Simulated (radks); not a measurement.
# The series with 15 electrons, P to La⁴²⁺

One table from this session's results is given with a row withheld; the runs are named, their logs left out.

Method: scalar-relativistic Kohn-Sham, BLYP, spin-polarised, spherical densities, finite nucleus; open shells are filled with parallel spins first. Code: radks (a radial shooting solver on a logarithmic mesh, Libxc functionals) version 1.

### The atom as given

* electrons: 15
* ions: P, Ar³⁺, Sc⁶⁺, Cr⁹⁺, Co¹²⁺, Zn¹⁵⁺, As¹⁸⁺, Kr²¹⁺, Mo²⁷⁺, Rh³⁰⁺, Cd³³⁺, Sb³⁶⁺, Xe³⁹⁺, La⁴²⁺
* configuration: [Ne] 3s2 3p3

Outer shells as boxes (Hund's rule):

[Ne] 3s2 3p3
```
[Ne] core
3s [↑↓]
3p [↑ ][↑ ][↑ ]
```

The first run:

Input:

```text
Z 15
configuration [Ne] 3s2 3p3
relativity scalar-relativistic
functional b88,lyp
spin polarised
nucleus finite rms 3.1889 fm
c 137.035999084
```

Steps of the session up to this table: P; Ar³⁺; Sc⁶⁺; Cr⁹⁺; Co¹²⁺; Zn¹⁵⁺; As¹⁸⁺; Kr²¹⁺; Mo²⁷⁺; Rh³⁰⁺; Cd³³⁺; Sb³⁶⁺; Xe³⁹⁺; La⁴²⁺.

One of the session's tables, all rows but one given; the rest of the session is left out.

```
  ion  E (hartree)  ε(2p down) (eV)  ε(3s up) (eV)  ε(3s down) (eV)  ε(3p up) (eV)
    P   -342.13386          -123.78        -14.505          -12.208         -5.957
 Ar³⁺            ?                ?              ?                ?              ?
 Sc⁶⁺   -752.53715          -495.48        -149.18          -143.18        -126.16
 Cr⁹⁺  -1020.86623          -776.39        -259.85          -252.13        -229.23
Co¹²⁺  -1331.66789          -1119.9        -398.84          -389.43        -360.19
Zn¹⁵⁺  -1685.34687          -1526.0        -566.24          -555.16        -519.01
As¹⁸⁺  -2082.37869          -1995.0        -762.31          -749.56        -705.73
Kr²¹⁺  -2523.30947          -2527.3        -987.36          -972.95        -920.48
Mo²⁷⁺  -3539.40857          -3783.3        -1526.1          -1508.3        -1434.8
Rh³⁰⁺  -4116.04089          -4508.2        -1840.7          -1821.3        -1734.7
Cd³³⁺  -4739.50722          -5298.4        -2186.3          -2165.2        -2063.5
Sb³⁶⁺  -5410.75960          -6154.6        -2563.6          -2540.8        -2421.4
Xe³⁹⁺  -6130.84184          -7077.6        -2973.2          -2948.7        -2808.8
La⁴²⁺   -6900.9179          -8068.1        -3416.1          -3389.9        -3225.9
```

Estimate the missing values for Ar³⁺.

**Answer.** E (hartree): -526.35732; ε(2p down) (eV): -277.41; ε(3s up) (eV): -66.996; ε(3s down) (eV): -62.774; ε(3p up) (eV): -51.297. In the column «E (hartree)» it lies between Sc⁶⁺ (-752.53715) and P (-342.13386).

The configuration is held, so it need not be the ground state of every ion.
